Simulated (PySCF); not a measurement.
# Br6Cu ([CuBr6]3-): the cost of one run

Computed with PySCF 2.14.0 and routines of our own; the level stands in each step. Atoms count from 0.

## Step 1: The starting structure

7 atoms, charge -3, states of the metal's open shell are computed; geometry from: model geometry, bond lengths from ionic radii.

## Step 2: Ligand-field states: state-averaged CASSCF in water

The job: settings as JSON, then the geometry in Å.

```
{"job": {"kind": "lf", "basis": {"metal": "x2c-TZVPall", "ligand": "x2c-SVPall"}, "nevpt": true, "solvent": "water"}, "charge": -3, "metal": "Cu", "open_shell": "d8"}
Cu     0.000000     0.000000     0.000000
Br     0.000000     0.000000     2.400000
Br     0.000000     0.000000    -2.400000
Br     2.400000     0.000000     0.000000
Br    -2.400000     0.000000     0.000000
Br     0.000000     2.400000     0.000000
Br    -0.000000    -2.400000     0.000000
```

Level: state-averaged CASSCF of the metal d shell, SC-NEVPT2 on the averaged canonical orbitals, state-interaction spin-orbit coupling.

On the command line:

```
$ OMP_NUM_THREADS=1 python lf_run.py task.json out
```

One launch serves the whole session: the jobs run in the order shown.

Q: Estimate the wall time and peak memory of this first job on 1 thread of Arm Neoverse V2, shared host.

About 73 s, with a peak of 0.83 GiB.
